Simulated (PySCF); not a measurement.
# C4H5F6P (EtP(CF3)2): the cost of one run

Computed with PySCF 2.14.0, with density-fitted response routines of our own, on a single molecule, in the gas phase or a continuum. Atoms are numbered from 0 throughout.

## (1) Starting geometry

16 atoms, charge 0, multiplicity 1; geometry from: GFN2-xTB. The atoms were then displaced at random by about 0.01 Å, so the start is not that level's minimum.

Bonds of the start (Å): C0–C1 1.56, C1–P2 1.86, P2–C3 1.87, C3–F4 1.37, C3–F5 1.33, C3–F6 1.34, P2–C7 1.88, C7–F8 1.36, C7–F9 1.33, C7–F10 1.32, C0–H11 1.08, C0–H12 1.08, C0–H13 1.08, C1–H14 1.09, C1–H15 1.08.

## (2) Relaxing the molecule at PBE0-D3(BJ)/def2-SVP

The job: settings as JSON, then the geometry in Å.

```
{"job": {"xc": "PBE0", "basis": "def2-SVP", "d3": "d3bj", "grid": 1, "shake": 0.01, "kind": "geom"}, "charge": 0, "multiplicity": 1}
C      2.091320    -0.807080    -0.047880
C      1.064890     0.343570    -0.285120
P     -0.296020     0.312310     0.980940
C     -1.227620    -1.164810     0.308510
F     -2.557580    -1.073040     0.609490
F     -1.179200    -1.337740    -1.013240
F     -0.790070    -2.293040     0.878460
C     -1.353470     1.627750     0.146030
F     -2.517770     1.808340     0.823630
F     -1.671640     1.355320    -1.115310
F     -0.721680     2.789810     0.168190
H      2.893050    -0.699490    -0.758950
H      1.574480    -1.744390    -0.192640
H      2.468170    -0.730130     0.959860
H      1.563240     1.306040    -0.170070
H      0.640850     0.304180    -1.281180
```

Launch:

```console
OMP_NUM_THREADS=1 python probes_run.py task.json out
```

One launch serves the whole session: the jobs run in the order shown.

**Question.** How long does this first job take on 1 thread of Arm Neoverse V1, shared host, and how much memory does it need?

About 2.1 min, with a peak of 0.98 GiB.
